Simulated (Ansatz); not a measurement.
# CMoO: the cost of one run

Program: Ansatz 0.2.0, Gaussian basis. Level of theory: the settings change from run to run. These are calculated values, not measurements.

16 further runs of the same task are left out: 11 that didn't finish, 5 set aside as unsound or not needed. Runs told in other sessions of the task aren't counted.

## (1) The geometry

The geometry is a PBE0/def2-TZVP stationary point (not a proven minimum). No spin-orbit coupling is included. Elements past krypton take def2 core potentials.

3 atoms, charge 0, spin multiplicity 1.

Atoms are counted from 1 here; the program's logs count them from 0.

Bond lengths: Mo1–C2 1.845 Å, C2–O3 1.176 Å. Angles: Mo1–C2–O3 180.0°.

## (2) CISD/def2-mTZVP

in.yaml reads:

```yaml
crystal:
  periodic: [false, false, false]
  atoms:
    - {symbol: Mo, position_ang: [0.000000, 0.000000, -1.622300]}
    - {symbol: C, position_ang: [0.000000, 0.000000, 0.223000]}
    - {symbol: O, position_ang: [0.000000, 0.000000, 1.399300]}
basis:
  gaussian: {orbitals: def2-mTZVP, point_charges: [{charge: -0.50, position_ang: [3.086, -0.151, 0.039]}]}
correlation: {active_space: {ras: {orbitals: [8, 0, 62], electrons: 16, max_holes: 2, max_particles: 2}, fixed_orbitals: true}}
accuracy: high
scf: {lower_state_search: off}
```

Launch:

```bash
> ansatz run in.yaml --threads 1 --pin off --events-out ev --progress --plain --max-ram 2393MiB
```

**Question.** How long does this run take on 1 thread of Arm Neoverse N1, shared host, and how much memory does it need?

About 44 s, with a peak of 0.38 GiB.
